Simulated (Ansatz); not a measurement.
# BeZn4O: the cost of one run

Computed with Ansatz 0.2.0 (DFT PBE, scalar-relativistic, plane waves, PAW, unless a step's input says otherwise).

### Step 1. The system as given

It takes space group F-43m (No. 216, cubic). Conventional cell: a = 6.674 Å, b = 6.674 Å, c = 6.674 Å, α = 90.00°, β = 90.00°, γ = 90.00°. Around Be (site symmetry -43m) lie 12 Zn at 2.76 Å and 4 O at 2.89 Å. Zn (site symmetry 3m) has 6 Zn at 2.32 to 2.40 Å and 3 Be at 2.76 Å and 3 O at 2.77 Å as nearest neighbours. O (site symmetry -43m) is surrounded by 12 Zn at 2.77 Å and 4 Be at 2.89 Å.

Coordinates:

```
Be Zn O
1.0
     0.00000    3.33701    3.33701
     3.33701    0.00000    3.33701
     3.33701    3.33701    0.00000
Be Zn O
1 4 1
Direct
  0.75000 0.75000 0.75000
  0.86861 0.37713 0.37713
  0.37713 0.37713 0.37713
  0.37713 0.86861 0.37713
  0.37713 0.37713 0.86861
  0.00000 0.00000 0.00000
```

A structure generator made this guess: species swapped into a database cell of NdMgCu4 (F-43m, No. 216), with O on the Nd sites, Be on the Mg sites and Zn on the Cu sites. Its size is a rough estimate.

### Step 2. Probe: one point on a coarse mesh

Contents of input.yaml:

```yaml
crystal:
  lattice:
    - [0.0, 3.33700561, 3.33700561]
    - [3.33700561, 0.0, 3.33700561]
    - [3.33700561, 3.33700561, 0.0]
  atoms:
    - { symbol: Be, position: [0.75, 0.75, 0.75] }
    - { symbol: Zn, position: [0.86860982, 0.37713006, 0.37713006] }
    - { symbol: Zn, position: [0.37713006, 0.37713006, 0.37713006] }
    - { symbol: Zn, position: [0.37713006, 0.86860982, 0.37713006] }
    - { symbol: Zn, position: [0.37713006, 0.37713006, 0.86860982] }
    - { symbol: O, position: [0.0, 0.0, 0.0] }
basis:
  ecutwfc: 420
kpoints:
  mp_grid: { grid: [4, 4, 4] }
hamiltonian:
  xc: pbe
scf:
  occupations: { method: gaussian, width: 0.1 }
  lower_state_search: "off"
output:
  forces: true
  stress: true
  eigenvalues: true
```

Started as:

```sh
> ansatz run input.yaml --threads 1 --pin off --max-ram 2560MiB --backend cpu --events-out ev --progress --plain --runs-dir out
```

Q: Estimate wall time and peak memory on 1 thread of Intel Xeon at 2.70GHz, shared host.

About 2.2 s, with a peak of 0.33 GiB.
